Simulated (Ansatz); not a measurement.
# Rh: the cost of one run

Method: DFT PBEsol, scalar-relativistic, plane waves, PAW, in Ansatz 0.2.0.

18 further runs of the same task are left out: 18 set aside as unsound or not needed. Runs told in other sessions of the task aren't counted.

### 1 Starting point

The structure is hexagonal, space group P6_3/mmc (No. 194). The conventional cell has a = 2.676 Å, b = 2.676 Å, c = 8.728 Å, α = 90.00°, β = 90.00°, γ = 120.00°. Rh (site symmetry -3m) has 12 Rh at 2.67 to 2.68 Å in its first shell of neighbours. Around Rh (site symmetry -6m2) lie 12 Rh at 2.67 to 2.68 Å.

Structure file:

```
CELL_PARAMETERS angstrom
2.67556 0.00000 0.00000
-1.33778 2.31711 0.00000
0.00000 0.00000 8.72751
ATOMIC_POSITIONS crystal
Rh 0.00000 0.00000 0.00000
Rh 0.33333 0.66667 0.25000
Rh 0.00000 0.00000 0.50000
Rh 0.66667 0.33333 0.75000
```

It goes back to an entry of the Materials Project, which need not be the stable form.

This cell was relaxed beforehand with the same method: volume 13.53 Å³/atom, gap on the mesh none (metal).

### 2 The grid

The energy is mapped over the lattice constants a and c of the conventional cell.

The axes are (1) lattice constant a (and b): 7 values from 2.595 to 2.756 Å; (2) lattice constant c: 7 values from 8.029 to 9.426 Å.

Nothing else is relaxed (symmetry fixes all fractional coordinates). Energies count from the relaxed crystal. Points are written as (first, second).

### 3 Point (2.595 Å, 8.495 Å)

Input file input.yaml:

```yaml
crystal:
  lattice:
    - [2.5953, 0.0, 0.0]
    - [-1.29765, 2.2475957304, 0.0]
    - [0.0, 0.0, 8.4948]
  atoms:
    - { symbol: Rh, position: [0.0, 0.0, 0.0] }
    - { symbol: Rh, position: [0.3333333333, 0.6666666667, 0.25] }
    - { symbol: Rh, position: [0.0, 0.0, 0.5] }
    - { symbol: Rh, position: [0.6666666667, 0.3333333333, 0.75] }
basis:
  ecutwfc: 420
kpoints:
  mp_grid: { grid: [18, 18, 6] }
hamiltonian:
  xc: pbesol
  pseudopotentials: { kind: paw, azcp: { folder: soft_1 } }
scf:
  occupations: { method: gaussian, width: 0.15 }
output:
  forces: true
  stress: true
  eigenvalues: true
```

The run is started by

```
> ansatz run input.yaml --threads 2 --pin off --max-ram 4096MiB --backend cpu --events-out ev --progress --plain --runs-dir out
```

What time and memory should one allow on 2 threads of Arm Neoverse V1, shared host?

About 7.9 s, with a peak of 0.46 GiB.
